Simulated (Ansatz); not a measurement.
# The gallium atom (doublet): density functionals in aug-cc-pVDZ, part 2 of 2

Ansatz 0.2.0, Gaussian basis; aug-cc-pVDZ, all electrons in the functionals, frozen cores in the correlation of double hybrids and RPA.

### Step 11. r2SCAN0 (unrestricted)

The input, in.yaml:

```yaml
crystal:
  periodic: [false, false, false]
  atoms:
    - {symbol: Ga, position_ang: [0.000000, 0.000000, 0.000000]}
basis:
  gaussian: {orbitals: aug-cc-pVDZ}
magnetization: {spin_polarized: true, initial_magnetization: 1}
hamiltonian: {xc: {name: r2SCAN0}}
```

On the command line:

```sh
> ansatz run in.yaml --threads 1 --pin off --events-out ev --progress --plain --max-ram 2393MiB
```

Log (excerpt; [...] marks lines left out):

```text
Functional definition: r2SCAN0
  name "r2SCAN0"
  cite "Bursch, Neugebauer, Ehlert & Grimme, J. Chem. Phys. 156, 134105 (2022) doi:10.1063/5.0086040"
  cite "Furness, Kaplan, Ning, Perdew & Sun, J. Phys. Chem. Lett. 11, 8208 (2020) doi:10.1021/acs.jpclett.0c02405"
  cite "Furness, Kaplan, Ning, Perdew & Sun, J. Phys. Chem. Lett. 11, 9248 (2020) doi:10.1021/acs.jpclett.0c03077"
  parent r2scan
[...]
244 factors; integrals over basis functions are off by at most 6.6e-5 eV
[...]
mean field -52374.68362530 eV, -1924.7341223941 hartree, gradient 2.6e-5 eV, S^2 0.756505; 0 other end points of the search recorded, 0 dependent functions left out
reference -52374.68364880 eV, -1924.7341232579 hartree; 16, 15 occupied and 20, 21 virtual orbitals, 244 factors
Total energy: -52374.68364880 eV, -1924.7341232579 hartree
```

It took 1.5 s on 1 thread of Arm Neoverse V2, shared host.

From the report: ⟨S²⟩ of the determinant 0.757 (pure doublet: 0.75).

### Step 12. BHLYP (unrestricted)

in.yaml, as its differences from that of step 11:

```diff
@@ -7,2 +7,2 @@
 magnetization: {spin_polarized: true, initial_magnetization: 1}
-hamiltonian: {xc: {name: r2SCAN0}}
+hamiltonian: {xc: {name: BHLYP}}
```

Same command.

Log:

```text
Functional definition: BHLYP
  name "BHLYP"
  cite "Becke, J. Chem. Phys. 98, 1372 (1993) doi:10.1063/1.464304"
  cite "Becke, Phys. Rev. A 38, 3098 (1988) doi:10.1103/PhysRevA.38.3098"
  cite "Lee, Yang & Parr, Phys. Rev. B 37, 785 (1988) doi:10.1103/PhysRevB.37.785"
  parameter a = 0.5
  exchange = (1 - a)*b88_x + a*exact_x
  correlation = lyp_c
244 factors; integrals over basis functions are off by at most 6.6e-5 eV
mean field evaluation 1: about -52375.2498 eV, gradient 1.7e0 eV
mean field evaluation 2: about -52375.2995 eV, gradient 4.4e-1 eV
mean field evaluation 4: about -52375.3011 eV, gradient 4.5e-1 eV
mean field evaluation 8: about -52375.3062 eV, gradient 3.6e-3 eV
mean field -52375.30615521 eV, -1924.7569999466 hartree, gradient 2.5e-5 eV, S^2 0.753908; 0 other end points of the search recorded, 0 dependent functions left out
reference -52375.30628836 eV, -1924.7570048395 hartree; 16, 15 occupied and 20, 21 virtual orbitals, 244 factors
Total energy: -52375.30628836 eV, -1924.7570048395 hartree
```

Wall time 0.63 s (1 thread of Arm Neoverse V2, shared host).

From the report: ⟨S²⟩ of the determinant 0.754 (pure doublet: 0.75).

### Step 13. CAM-B3LYP (unrestricted)

in.yaml, as its differences from that of step 12:

```diff
@@ -7,2 +7,2 @@
 magnetization: {spin_polarized: true, initial_magnetization: 1}
-hamiltonian: {xc: {name: BHLYP}}
+hamiltonian: {xc: {name: CAM-B3LYP}}
```

The command is unchanged.

Log (excerpt; [...] marks lines left out):

```text
Functional definition: CAM-B3LYP
  name "CAM-B3LYP"
  cite "Yanai, Tew & Handy, Chem. Phys. Lett. 393, 51 (2004) doi:10.1016/j.cplett.2004.06.011"
  cite "Iikura, Tsuneda, Yanai & Hirao, J. Chem. Phys. 115, 3540 (2001) doi:10.1063/1.1383587"
  cite "Becke, Phys. Rev. A 38, 3098 (1988) doi:10.1103/PhysRevA.38.3098"
  cite "Lee, Yang & Parr, Phys. Rev. B 37, 785 (1988) doi:10.1103/PhysRevB.37.785"
  cite "Vosko, Wilk & Nusair, Can. J. Phys. 58, 1200 (1980) doi:10.1139/p80-159"
[...]
  # Exact exchange under (alpha + beta erf(omega r))/r, Becke's under what is left of 1/r.
[...]
244 factors; integrals over basis functions are off by at most 6.6e-5 eV
95 factors; integrals over basis functions are off by at most 1.0e-4 eV
[...]
mean field -52379.07582371 eV, -1924.8955327086 hartree, gradient 4.3e-5 eV, S^2 0.753245; 0 other end points of the search recorded, 0 dependent functions left out
reference -52379.07591964 eV, -1924.8955362338 hartree; 16, 15 occupied and 20, 21 virtual orbitals, 244 factors
Total energy: -52379.07591964 eV, -1924.8955362338 hartree
```

It took 0.69 s on 1 thread of Arm Neoverse V2, shared host.

From the report: ⟨S²⟩ of the determinant 0.753 (pure doublet: 0.75).

### Step 14. wB97X-V (unrestricted)

in.yaml, as its differences from that of step 13:

```diff
@@ -7,2 +7,2 @@
 magnetization: {spin_polarized: true, initial_magnetization: 1}
-hamiltonian: {xc: {name: CAM-B3LYP}}
+hamiltonian: {xc: {name: wB97X-V}}
```

The command is unchanged.

Log (excerpt; [...] marks lines left out):

```text
Functional definition: wB97X-V
  name "wB97X-V"
  cite "Mardirossian & Head-Gordon, Phys. Chem. Chem. Phys. 16, 9904 (2014) doi:10.1039/C3CP54374A"
  cite "Becke, J. Chem. Phys. 107, 8554 (1997) doi:10.1063/1.475007"
  cite "Vydrov & Van Voorhis, J. Chem. Phys. 133, 244103 (2010) doi:10.1063/1.3521275"
[...]
      + integral(e_c_pw_opposite_spin*poly(b97_u_opposite, cos0, cos1)) + vv10(b, c)
244 factors; integrals over basis functions are off by at most 6.6e-5 eV
90 factors; integrals over basis functions are off by at most 8.9e-5 eV
[...]
mean field -52370.82540448 eV, -1924.5923353942 hartree, gradient 2.8e-5 eV, S^2 0.753606; 0 other end points of the search recorded, 0 dependent functions left out
reference -52370.82540756 eV, -1924.5923355075 hartree; 16, 15 occupied and 20, 21 virtual orbitals, 244 factors
Total energy: -52370.82540756 eV, -1924.5923355075 hartree
```

Wall time 2.2 s (1 thread of Arm Neoverse V2, shared host).

From the report: ⟨S²⟩ of the determinant 0.754 (pure doublet: 0.75).

### Step 15. wB97M-V (unrestricted)

in.yaml, as its differences from that of step 14:

```diff
@@ -7,2 +7,3 @@
 magnetization: {spin_polarized: true, initial_magnetization: 1}
-hamiltonian: {xc: {name: wB97X-V}}
+hamiltonian: {xc: {name: wB97M-V}}
+output: {orbitals: {seedname: orbitals}}
```

Same command.

Log (excerpt; [...] marks lines left out):

```text
Functional definition: wB97M-V
  name "wB97M-V"
  cite "Mardirossian & Head-Gordon, J. Chem. Phys. 144, 214110 (2016) doi:10.1063/1.4952647"
  cite "Becke, J. Chem. Phys. 107, 8554 (1997) doi:10.1063/1.475007"
  cite "Vydrov & Van Voorhis, J. Chem. Phys. 133, 244103 (2010) doi:10.1063/1.3521275"
  # Of w^i u^j: cxij and so on, Table III.
[...]
  gx(w, u) = 1 - cx + cx01*u + cx10*w
  gss(w, u) = css00 + css04*u^4 + css10*w + css20*w^2 + css43*w^4*u^3
  gos(w, u) = cos00 + cos10*w + (cos20 + cos21*u)*w^2 + (cos60 + cos61*u)*w^6
[...]
      + integral(e_c_pw_mod_opposite_spin*gos(b97_w_opposite, b97_u_opposite)) + vv10(b, c)
244 factors; integrals over basis functions are off by at most 6.6e-5 eV
90 factors; integrals over basis functions are off by at most 8.9e-5 eV
[...]
mean field -52373.11259182 eV, -1924.6763879785 hartree, gradient 1.5e-5 eV, S^2 0.752671; 0 other end points of the search recorded, 0 dependent functions left out
reference -52373.11264428 eV, -1924.6763899064 hartree; 16, 15 occupied and 20, 21 virtual orbitals, 244 factors
Total energy: -52373.11264428 eV, -1924.6763899064 hartree
```

It took 3.1 s on 1 thread of Arm Neoverse V2, shared host.

From the report: ⟨S²⟩ of the determinant 0.753 (pure doublet: 0.75).

### Step 16. HSE06 (unrestricted)

in.yaml, as its differences from that of step 15:

```diff
@@ -7,3 +7,2 @@
 magnetization: {spin_polarized: true, initial_magnetization: 1}
-hamiltonian: {xc: {name: wB97M-V}}
-output: {orbitals: {seedname: orbitals}}
+hamiltonian: {xc: {name: HSE06}}
```

The command is unchanged.

Log (excerpt; [...] marks lines left out):

```text
Functional definition: HSE06
  name "HSE06"
  cite "Heyd, Scuseria & Ernzerhof, J. Chem. Phys. 118, 8207 (2003) doi:10.1063/1.1564060"
  cite "Krukau, Vydrov, Izmaylov & Scuseria, J. Chem. Phys. 125, 224106 (2006) doi:10.1063/1.2404663"
  cite "Heyd & Scuseria, J. Chem. Phys. 120, 7274 (2004) doi:10.1063/1.1668634"
  cite "Ernzerhof & Perdew, J. Chem. Phys. 109, 3313 (1998) doi:10.1063/1.476928"
  cite "Perdew, Burke & Ernzerhof, Phys. Rev. Lett. 77, 3865 (1996) doi:10.1103/PhysRevLett.77.3865"
  parent pbe
[...]
  # The whole range is PBE's own exchange, as in plane waves. The composition of these papers is wPBEh.
[...]
244 factors; integrals over basis functions are off by at most 6.6e-5 eV
28 factors; integrals over basis functions are off by at most 2.8e-4 eV
[...]
mean field -52368.92154518 eV, -1924.5223698554 hartree, gradient 5.2e-6 eV, S^2 0.753550; 2 other end points of the search recorded, 0 dependent functions left out
reference -52368.92160521 eV, -1924.5223720615 hartree; 16, 15 occupied and 20, 21 virtual orbitals, 244 factors
Total energy: -52368.92160521 eV, -1924.5223720615 hartree
```

It took 1.4 s on 1 thread of Arm Neoverse V2, shared host.

From the report: ⟨S²⟩ of the determinant 0.754 (pure doublet: 0.75).

### Step 17. B2PLYP (unrestricted)

in.yaml, as its differences from that of step 16:

```diff
@@ -7,2 +7,3 @@
 magnetization: {spin_polarized: true, initial_magnetization: 1}
-hamiltonian: {xc: {name: HSE06}}
+hamiltonian: {xc: {name: B2PLYP}}
+correlation: {electrons: outside_noble_gas}
```

The command is unchanged.

Log (excerpt; [...] marks lines left out):

```text
Functional definition: B2PLYP
  name "B2PLYP"
  cite "Grimme, J. Chem. Phys. 124, 034108 (2006) doi:10.1063/1.2148954"
  cite "Becke, Phys. Rev. A 38, 3098 (1988) doi:10.1103/PhysRevA.38.3098"
  cite "Lee, Yang & Parr, Phys. Rev. B 37, 785 (1988) doi:10.1103/PhysRevB.37.785"
[...]
244 factors; integrals over basis functions are off by at most 6.6e-5 eV
[...]
mean field -52364.33306026 eV, -1924.3537461448 hartree, gradient 4.6e-6 eV, S^2 0.754965; 0 other end points of the search recorded, 0 dependent functions left out
14 core orbitals not correlated: weight in the atoms' cores, before any rotation towards them, 1.000 or more for the frozen orbitals, at most 0.000 for the correlated occupied ones
reference -52364.33318529 eV, -1924.3537507397 hartree; 2, 1 occupied and 20, 21 virtual orbitals, 244 factors
second order -1.05093530 eV of doubles, -0.00000000 eV of singles
Total energy: -52364.61693783 eV, -1924.3641784529 hartree
```

Wall time 0.66 s (1 thread of Arm Neoverse V2, shared host).

From the report: ⟨S²⟩ of the determinant 0.755 (pure doublet: 0.75).

### Step 18. PBE-QIDH (unrestricted)

in.yaml, as its differences from that of step 17:

```diff
@@ -7,3 +7,3 @@
 magnetization: {spin_polarized: true, initial_magnetization: 1}
-hamiltonian: {xc: {name: B2PLYP}}
+hamiltonian: {xc: {name: PBE-QIDH}}
 correlation: {electrons: outside_noble_gas}
```

Same command.

Log (excerpt; [...] marks lines left out):

```text
Functional definition: PBE-QIDH
  name "PBE-QIDH"
  cite "Brémond, Sancho-García, Pérez-Jiménez & Adamo, J. Chem. Phys. 141, 031101 (2014) doi:10.1063/1.4890314"
  cite "Perdew, Burke & Ernzerhof, Phys. Rev. Lett. 77, 3865 (1996) doi:10.1103/PhysRevLett.77.3865"
[...]
244 factors; integrals over basis functions are off by at most 6.6e-5 eV
[...]
mean field -52357.69862891 eV, -1924.1099352896 hartree, gradient 1.3e-6 eV, S^2 0.757599; 0 other end points of the search recorded, 0 dependent functions left out
14 core orbitals not correlated: weight in the atoms' cores, before any rotation towards them, 1.000 or more for the frozen orbitals, at most 0.000 for the correlated occupied ones
reference -52357.69864610 eV, -1924.1099359215 hartree; 2, 1 occupied and 20, 21 virtual orbitals, 244 factors
second order -0.94635672 eV of doubles, -0.00000000 eV of singles
Total energy: -52358.01409834 eV, -1924.1215285775 hartree
```

Wall time 0.72 s (1 thread of Arm Neoverse V2, shared host).

From the report: ⟨S²⟩ of the determinant 0.758 (pure doublet: 0.75).

### Step 19. RPA-PBE

The input, in.yaml:

```yaml
crystal:
  periodic: [false, false, false]
  atoms:
    - {symbol: Ga, position_ang: [0.000000, 0.000000, 0.000000]}
basis:
  gaussian: {orbitals: aug-cc-pVDZ}
magnetization: {spin_polarized: true, initial_magnetization: 1}
hamiltonian: {xc: {name: PBE}}
correlation: {method: rpa, electrons: outside_noble_gas}
```

The command is unchanged.

Log (excerpt; [...] marks lines left out):

```text
Functional definition: PBE
  name "PBE"
  cite "Perdew, Burke & Ernzerhof, Phys. Rev. Lett. 77, 3865 (1996) doi:10.1103/PhysRevLett.77.3865"
  parent pbe
[...]
244 factors; integrals over basis functions are off by at most 6.6e-5 eV
[...]
mean field -52367.90471632 eV, -1924.4850020840 hartree, gradient 3.4e-6 eV, S^2 0.752189; 3 other end points of the search recorded, 0 dependent functions left out
14 core orbitals not correlated: weight in the atoms' cores, before any rotation towards them, 0.999 or more for the frozen orbitals, at most 0.000 for the correlated occupied ones
reference -52332.34039187 eV, -1923.1780372668 hartree; 2, 1 occupied and 20, 21 virtual orbitals, 244 factors
Total energy: -52334.57571876 eV, -1923.2601840150 hartree
```

Run time: 1.1 s. Hardware: 1 thread of Arm Neoverse V2, shared host.

From the report: ⟨S²⟩ of the determinant 0.752 (pure doublet: 0.75).

### Step 20. Side by side

```csv
functional,energy (eV),⟨S²⟩,time
SPW92,-52293.1578,0.751,0.51 s
PBE,-52367.9048,0.752,0.75 s
BLYP,-52378.0209,0.752,0.84 s
revPBE,-52372.1387,0.753,0.93 s
r2SCAN,-52375.3223,0.756,3.1 s
B97M-V,-52365.6098,0.752,3.5 s
PBE0,-52368.9340,0.754,0.93 s
B3LYP,-52377.3365,0.752,0.99 s
r2SCANh,-52375.0621,0.756,2.2 s
r2SCAN0,-52374.6836,0.757,1.5 s
BHLYP,-52375.3063,0.754,0.63 s
CAM-B3LYP,-52379.0759,0.753,0.69 s
wB97X-V,-52370.8254,0.754,2.2 s
wB97M-V,-52373.1126,0.753,3.1 s
HSE06,-52368.9216,0.754,1.4 s
B2PLYP,-52364.6169,0.755,0.66 s
PBE-QIDH,-52358.0141,0.758,0.72 s
RPA-PBE,-52334.5757,0.752,1.1 s
```

Orbital levels of the runs that wrote orbitals: PBE HOMO -2.96, LUMO -2.71 eV; PBE0 HOMO -3.79, LUMO -1.94 eV; wB97M-V HOMO -5.47, LUMO -0.31 eV.

### Step 21. Outcome

This closing draws on all 2 parts.

```
                quantity                       value
spread of total energies                     85.9 eV
       quickest, slowest  SPW92 0.51 s, B97M-V 3.5 s
```

What this shows: Total energies of different functionals can't be ranked; only differences within one functional count. These atomic energies are the zero for atomisation energies at the same level.
